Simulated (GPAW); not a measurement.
Here is a GPAW 26.7.0 calculation.

The input run.py:

```python
from ase import Atoms
from ase.calculators.mixing import SumCalculator
from ase.filters import FrechetCellFilter
from ase.io import write
from ase.optimize import BFGS
from dftd4.ase import DFTD4
from gpaw import GPAW, PW, setup_paths

setup_paths.insert(0, '.')

atoms = Atoms(['In', 'In', 'In', 'As'],
              cell=[[4.671681, 0.0, 0.0],
                    [0.0, 4.671681, 0.0],
                    [0.0, 0.0, 4.671681]],
              scaled_positions=[[0.5, 0.5, 0.0],
                                [0.5, 0.0, 0.5],
                                [0.0, 0.5, 0.5],
                                [0.0, 0.0, 0.0]],
              pbc=True)

calc = GPAW(mode=PW(600),
            xc='PBEsol',
            kpts={'size': (6, 6, 6), 'gamma': True},
            occupations={'name': 'fermi-dirac', 'width': 0.05},
            nbands=36,
            convergence={'density': 1e-05, 'forces': 0.0001},
            maxiter=150,
            txt='gpaw.txt')
atoms.calc = SumCalculator([calc, DFTD4(method='pbesol')])
opt = BFGS(FrechetCellFilter(atoms), trajectory='relax.traj', logfile='-')
done = opt.run(fmax=0.02, steps=60)
calc.write('gs.gpw')
write('result.traj', atoms)
print('Converged:', done)
print('Cell:', atoms.cell.cellpar().round(4))
print('Volume:', round(atoms.get_volume(), 4))
print(atoms.get_scaled_positions().round(5))
```

Potentials or basis: PAW data sets generated in the run's folder for this functional, pw.

Launch:

```console
$ gpaw-setup -f PBEsol As In
$ OMP_NUM_THREADS=1 python run.py
```

Task: Predict the relaxed volume.

Result: 23.31 Å³/atom.

Task: Predict the band gap on the k mesh.

Result: None (metal or under the smearing width).

Step by step:
```csv
step,energy change (eV),largest force (eV/Å),pressure (GPa),volume (Å³)
1,0.0000,0.0000,-4.01,101.96
2,-0.0165,0.0000,-3.77,101.26
3,-0.1124,0.0000,0.66,92.01
4,-0.1154,0.0000,-0.06,93.23
```

Caveat: later steps reuse the first step's grids; pairwise dispersion overbinds metals, which lowers pressure and volume.
